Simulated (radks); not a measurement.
# Rb²⁺ in [Ar] 3d10 4s2 4p4 5p1: an all-electron calculation

Aim: the levels, the sizes of the orbitals and the parts of the energy of the rubidium ion Rb2+.

Program: radks (a radial shooting solver on a logarithmic mesh, Libxc functionals) version 1. Level of theory: scalar-relativistic Kohn-Sham, r2SCAN, spin-polarised, spherical densities, finite nucleus; open shells are filled with parallel spins first. These are calculated values, not measurements, unless marked.

### Step 1. Starting point

```
element            : rubidium (Z = 37)
charge             : +2
electrons          : 35
configuration      : [Ar] 3d10 4s2 4p4 5p1
nuclear rms radius : 4.2036 fm
```

Outer shells as boxes (Hund's rule):

Rb²⁺
```
[Ar] core
3d [↑↓][↑↓][↑↓][↑↓][↑↓]
4s [↑↓]
4p [↑↓][↑ ][↑ ]
5p [↑ ][  ][  ]
```

### Step 2. Self-consistent calculation

Input:

```text
Z 37
configuration [Ar] 3d10 4s2 4p4 5p1 5s0 4d0 4f0 6p0
relativity scalar-relativistic
functional r2scan,r2scan
spin polarised
nucleus finite rms 4.2036 fm
c 137.035999084
```

What does the calculation give?

**Answer**, as computed:

```
                        quantity                   value
                    total energy     -2979.58286 hartree
exchange-correlation share of it                  3.36 %
                            −T/E                  1.0242
          highest occupied level       5p up, -12.288 eV
    most extended occupied level  5p up, <r> = 4.13 bohr
 radius at density 0.001 e/bohr³               4.66 bohr
    maxima of the radial density                       3
```

What this shows: The radial density shows 3 maxima for 5 occupied principal shells; where shells overlap, one shows as a shoulder or not at all. Relativity lifts −T/E to 1.024. This is not the tabulated ground configuration, so its levels and sizes aren't those of the ground state, and no measured value stands beside it.
